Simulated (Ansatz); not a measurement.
**BBrH₂O (SMILES OBBr): functionals against CCSD(T) at one geometry**

An exercise on one series of results from a longer session: the logs are not shown, and one member is left open.

Program: Ansatz 0.2.0, Gaussian basis. Level of theory: single points in def2-TZVPP. These are calculated values, not measurements.

Correlated methods freeze the cores. Filled d shells of the heavier atoms are correlated.

### The system as given

SMILES `OBBr`, 5 atoms, charge 0, spin multiplicity 1.

Atoms are counted from 1 here; the program's logs count them from 0.

Bond lengths: O1–B2 1.294 Å, O1–H4 1.006 Å, B2–Br3 1.906 Å, B2–H5 1.203 Å. Angles: B2–O1–H4 118.3°, O1–B2–Br3 122.2°, O1–B2–H5 118.2°, Br3–B2–H5 119.6°.

As a file:

```xyz
5
BBrH2O
O    -0.4743   -0.8966   -0.2565
B     0.4030   -0.0407    0.1581
Br    0.0797    1.8373    0.1386
H    -1.3197   -0.5488   -0.6760
H     1.4572   -0.4577    0.5620
```

Set-up of the first run:

The input, run/in.yaml:

```yaml
crystal:
  periodic: [false, false, false]
  atoms:
    - {symbol: O, position_ang: [-0.474300, -0.896600, -0.256500]}
    - {symbol: B, position_ang: [0.403000, -0.040700, 0.158100]}
    - {symbol: Br, position_ang: [0.079700, 1.837300, 0.138600]}
    - {symbol: H, position_ang: [-1.319700, -0.548800, -0.676000]}
    - {symbol: H, position_ang: [1.457200, -0.457700, 0.562000]}
basis:
  gaussian: {orbitals: def2-TZVPP}
correlation: {method: ccsd_t}
output: {forces: true}
```

No record of the launch command was kept for these runs.

Steps of the session up to this table: CCSD(T)/def2-TZVPP; PBE0-D4/def2-TZVPP; wB97M-V/def2-TZVPP; r2SCAN-D4/def2-TZVPP; PBE-D4/def2-TZVPP; BLYP-D4/def2-TZVPP; CAM-B3LYP-D4/def2-TZVPP.

One of the session's tables, all rows but one given; the rest of the session is left out.

```
      method  RMS force component (eV/Å)  angle to CCSD(T) forces (°)  dipole (D)
     CCSD(T)                       1.372                    reference        1.44
     PBE0-D4                       1.234                          5.7        1.45
     wB97M-V                       1.283                          4.5        1.48
   r2SCAN-D4                       1.241                          3.3        1.49
      PBE-D4                           ?                            ?           ?
     BLYP-D4                       1.258                          9.7        1.45
CAM-B3LYP-D4                       1.208                          7.0        1.44
```

Estimate the missing values for PBE-D4.

**Answer.** RMS force component (eV/Å): 1.224; angle to CCSD(T) forces (°): 6.8; dipole (D): 1.48. In the column «RMS force component (eV/Å)» it lies between CAM-B3LYP-D4 (1.208) and PBE0-D4 (1.234).
